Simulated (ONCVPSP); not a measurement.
# An ONCV potential for gallium, from input to tests

Do these settings give a usable potential? It is generated, then checked for transferability, scattering, ghosts and hardness.

The numbers are computed with ONCVPSP 4.0.1.1 (patched build) (LDA (Perdew-Wang 92), scalar-relativistic, spin-unpolarised reference atom).

## (1) The design

The settings as typed:

- element: gallium (Ga, Z = 31)
- type: optimised norm-conserving Vanderbilt (ONCV)
- frozen core: [Ar]
- valence charge: 13
- reference configuration: 3d10 4s1 (charge +2)
- partial waves: 4s: rc 1.50 bohr, ncon 5, nbas 8, qcut 4.6 1/bohr, 2 projectors, debl 1.4 Ha; p scattering state at 0.14 Ha: rc 1.65 bohr, ncon 5, nbas 9, qcut 5.3 1/bohr, 2 projectors, debl 3.3 Ha; 3d: rc 0.95 bohr, ncon 4, nbas 9, qcut 17.6 1/bohr, 2 projectors, debl 2.8 Ha
- local potential: polynomial inside 0.75 bohr (lpopt 5, dvloc0 1 Ha)
- core correction: Teter function, fcfact 5.5, rcfact 1.1

An earlier all-electron run gives the scale for the radii.

All-electron outer shells of the reference configuration (LDA (PZ), scalar-relativistic, ld1.x):

| shell | level (eV) | outermost node (bohr) | outermost maximum (bohr) |
| --- | --- | --- | --- |
| 3p | -119.13 | 0.24 | 0.56 |
| 3d | -39.74 | – | 0.53 |
| 4s | -26.48 | 0.80 | 1.78 |
| 4p | -18.04 | 0.86 | 2.10 |

## (2) Generating the potential

Ga.dat

```
# ATOM AND REFERENCE CONFIGURATION
# atsym  z   nc   nv     iexc    psfile
  Ga 31.00    5    2  -001012      upf
#
#   n    l    f
    1    0    2.00
    2    0    2.00
    2    1    6.00
    3    0    2.00
    3    1    6.00
    3    2   10.00
    4    0    1.00
#
# PSEUDOPOTENTIAL AND OPTIMIZATION
# lmax
    2
#
#   l,   rc,      ep,       ncon, nbas, qcut
    0    1.50    0.00    5    8    4.60
    1    1.65    0.14    5    9    5.30
    2    0.95    0.00    4    9   17.60
#
# LOCAL POTENTIAL
# lloc, lpopt,  rc(5),   dvloc0
    4    5    0.75    1.00
#
# VANDERBILT-KLEINMAN-BYLANDER PROJECTORs
# l, nproj, debl
    0    2    1.40
    1    2    3.30
    2    2    2.80
#
# MODEL CORE CHARGE
# icmod, fcfact, rcfact
    3    5.50    1.10
#
# LOG DERIVATIVE ANALYSIS
# epsh1, epsh2, depsh
   -3.00    5.00    0.02
#
# OUTPUT GRID
# rlmax, drl
    6.00    0.01
#
# TEST CONFIGURATIONS
# ncnf
    4
# nvcnf
#   n    l    f
    3
    3    2   10.00
    4    0    2.00
    4    1    1.00
#
    2
    3    2   10.00
    4    0    2.00
#
    2
    3    2   10.00
    4    0    0.00
#
    3
    3    2    9.00
    4    0    2.00
    4    1    2.00
#
```

Started as:

```bash
$ oncvpsp.x < Ga.dat > Ga.out
```

**Question.** What will these runs give? Wanted: cutoffs for 1 and 0.1 mHa per electron, occupied waves; bound ghosts; GHOST(+) flags; largest test error; largest phase difference near zero energy, channels read; rms error of d²Exc/dn², without and with the model core; projector energies reset by the program.

**Answer**, as computed:

| quantity | value |
| --- | --- |
| cutoffs for 1 and 0.1 mHa per electron, occupied waves | 116 Ha and 131 Ha |
| bound ghosts | s at -142.96 eV |
| GHOST(+) flags | s at 614 eV, p at 87 eV (1 near or above the test basis's cutoff) |
| largest test error (AE − PS) | -381 meV, for 3d9 4s2 4p2 |
| largest phase difference near zero energy, channels read | 0.003 rad |
| rms error of d²Exc/dn², without and with the model core | 10.33 and 5.06 mHa |
| projector energies reset by the program | p: 0.050, 3.350 Ha |

What this shows: A bound ghost (s) makes it unfit for use: electrons can fall into a state that the atom doesn't have. The worst unpolarised test, 3d9 4s2 4p2, is off by 381 meV on 7.0 eV; by total energies transferability rates as poor. By its cutoff, 116 Ha for the looser tolerance, it is very hard. At the looser tolerance the 3d wave is the slowest; 4s needs 63 Ha. Near zero energy the phases of the channels with partial waves agree within 0.003 rad. The program also flags highly localised states, GHOST(+) (s, p).
